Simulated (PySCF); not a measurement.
# BH4O2P: the cost of one run

Programs: PySCF 2.14.0, with density-fitted response routines of our own. Each step states its level of theory. These are calculated values for one molecule in the gas phase, unless marked as measured. Atoms are numbered from 0 throughout.

### 1 The starting structure

8 atoms, charge 0, multiplicity 1; geometry from: GFN2-xTB. The atoms were then displaced at random by about 0.01 Å, so the start is not that level's minimum.

Bonds of the start (Å): O0–B1 1.35, B1–O2 1.36, B1–P3 1.97, O0–H4 0.99, O2–H5 0.97, P3–H6 1.38, P3–H7 1.38.

### 2 Optimising the geometry at PBE0-D3(BJ)/def2-SVP

What the job is given:

```
{"job": {"xc": "PBE0", "basis": "def2-SVP", "d3": "d3bj", "grid": 1, "shake": 0.01, "kind": "geom"}, "charge": 0, "multiplicity": 1}
O     -1.093310    -1.132120    -0.017630
B     -0.408010     0.021020     0.085640
O     -1.013050     1.207320    -0.200440
P      1.441350    -0.157280     0.733240
H     -2.031940    -1.008520    -0.300330
H     -0.484800     2.013860    -0.079920
H      1.616260    -1.427450     0.231610
H      2.028630     0.464020    -0.349150
```

Command:

```console
$ OMP_NUM_THREADS=1 python probes_run.py task.json out
```

The driver reads the jobs from task.json and runs them one after another.

Q: Estimate the wall time and peak memory of this first job on 1 thread of Arm Neoverse V1, shared host.

About 28 s, with a peak of 0.34 GiB.
